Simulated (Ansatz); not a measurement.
A first try at an active-space calculation of B₂H₄Se, SMILES BB[SeH], using the Ansatz DFT code, driven from Python.

The script, `b2h4se.py`:
```python
import ansatz as az

GEOMETRY = """
B    -0.99040    0.33000   -0.52670
B     0.15560    0.20690    0.59190
Se    1.10540   -1.53660    0.76140
H    -1.24700   -0.52250   -1.24260
H    -1.60890    1.39540   -0.66360
H     0.44220    1.13580    1.28880
H     2.20430   -1.07700   -0.25500
"""


def main() -> None:
    system = az.Crystal.molecule()
    for line in GEOMETRY.strip().splitlines():
        symbol, *xyz = line.split()
        system = system.atom(symbol, [float(v) for v in xyz])

    calculation = (
        system.calculation()
        .basis(gaussian="def2-SVP")
        .kpoints(2, 2, 2)
        .correlation(active_electrons=2, active_orbitals=3)
    )
    for method in [None]:
        rep = (calculation if method is None else calculation.correlation(method)).run().report
        space = rep["configurations"]
        state = space["states"][0]
        print(method or "casscf", f"total {rep['free_energy_ev'] / 27.211386246:.6f} Ha, active-space state {state['energy']['hartree']:.6f} Ha, mean field {rep['reference_energy_ev'] / 27.211386246:.6f} Ha")
        print("  determinants", state["n_determinants"], " natural occupations", [round(n, 3) for n in space["natural_occupations"]])
    print("effectively unpaired electrons, sum of min(n, 2 - n):", round(sum(min(n, 2 - n) for n in space["natural_occupations"]), 3))


if __name__ == "__main__":
    main()
```

```console
$ python b2h4se.py
Traceback (most recent call last):
  File "b2h4se.py", line 36, in <module>
    main()
    ~~~~^^
  File "b2h4se.py", line 27, in main
    rep = (calculation if method is None else calculation.correlation(method)).run().report
          ~~~~~~~~~~~~~~~~~~~~~~~~~~~~~~~~~~~~~~~~~~~~~~~~~~~~~~~~~~~~~~~~~~~~~~~~^^
  ...
ansatz.RefusalError: invalid value for `basis.gaussian`: such a run doesn't read kpoints; remove what it names
$ echo $?
1
```
(Library frames cut from the traceback.)

What is wrong, and how is it mended?

The fault: a molecule in a Gaussian basis takes no k-points. The change:

```diff
--- before
+++ after
@@ -22,3 +22,2 @@
         .basis(gaussian="def2-SVP")
-        .kpoints(2, 2, 2)
         .correlation(active_electrons=2, active_orbitals=3)
```

The mended script runs so:

Running `python b2h4se.py` prints:
```text
casscf total -2451.150037 Ha, active-space state -2451.150037 Ha, mean field -2451.127641 Ha
  determinants 9  natural occupations [1.961, 0.034, 0.005]
effectively unpaired electrons, sum of min(n, 2 - n): 0.077
```

Reading the output:
- Total energies depend on the basis set; only differences at equal settings carry meaning.
- The geometry is a force-field or estimated start, not a minimum of this method, and the basis set is short of its limit. The active space starts as a window about the frontier orbitals and is then optimised, not chosen by chemistry.
- Run time: 5.6 s on 1 thread of Intel(R) Xeon(R) 6975P-C (Granite Rapids), with other jobs on the host, peak memory 0.24 GiB.

(Lines on the test bed's own set-up are left out of the output.)
